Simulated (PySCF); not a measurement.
# C3H10OSi (trimethylsilanol): the cost of one run

Programs: PySCF 2.14.0, with density-fitted response routines of our own. Each step states its level of theory. These are calculated values for one molecule in the gas phase, unless marked as measured. Atoms count from 0, in the outputs and in this text.

### 1 The molecule as given

15 atoms, charge 0, multiplicity 1; geometry from: GFN2-xTB. The atoms were then displaced at random by about 0.01 Å, so the start is not that level's minimum.

Bonds of the start (Å): C0–Si1 1.89, Si1–C2 1.90, Si1–C3 1.94, Si1–O4 1.63, C0–H5 1.07, C0–H6 1.10, C0–H7 1.10, C2–H8 1.10, C2–H9 1.08, C2–H10 1.07, C3–H11 1.06, C3–H12 1.07, C3–H13 1.09, O4–H14 0.95.

### 2 Relaxing the molecule at PBE0-D3(BJ)/def2-SVP

The job: settings as JSON, then the geometry in Å.

```
{"job": {"xc": "PBE0", "basis": "def2-SVP", "d3": "d3bj", "grid": 1, "shake": 0.01, "kind": "geom"}, "charge": 0, "multiplicity": 1}
C     -0.216000     1.226740    -1.284620
Si    -0.189520     0.079120     0.215970
C     -1.002150    -1.595900    -0.181160
C      1.659280    -0.115210     0.783020
O     -1.112360     0.663940     1.427230
H      0.309750     0.851970    -2.133910
H      0.204320     2.221020    -1.058160
H     -1.242560     1.425800    -1.622020
H     -0.968620    -2.237900     0.715740
H     -0.464890    -2.106310    -0.966830
H     -2.026680    -1.474670    -0.462920
H      2.249100    -0.564140     0.021460
H      2.045250     0.849400     1.033750
H      1.673120    -0.749810     1.672380
H     -0.933380     1.508580     1.832830
```

Launch:

```
$ OMP_NUM_THREADS=1 python probes_run.py task.json out
```

The driver reads the jobs from task.json and runs them one after another.

Q: Estimate the wall time and peak memory of this first job on 1 thread of Intel Xeon 6975P-C, shared host.

About 36 s, with a peak of 0.51 GiB.
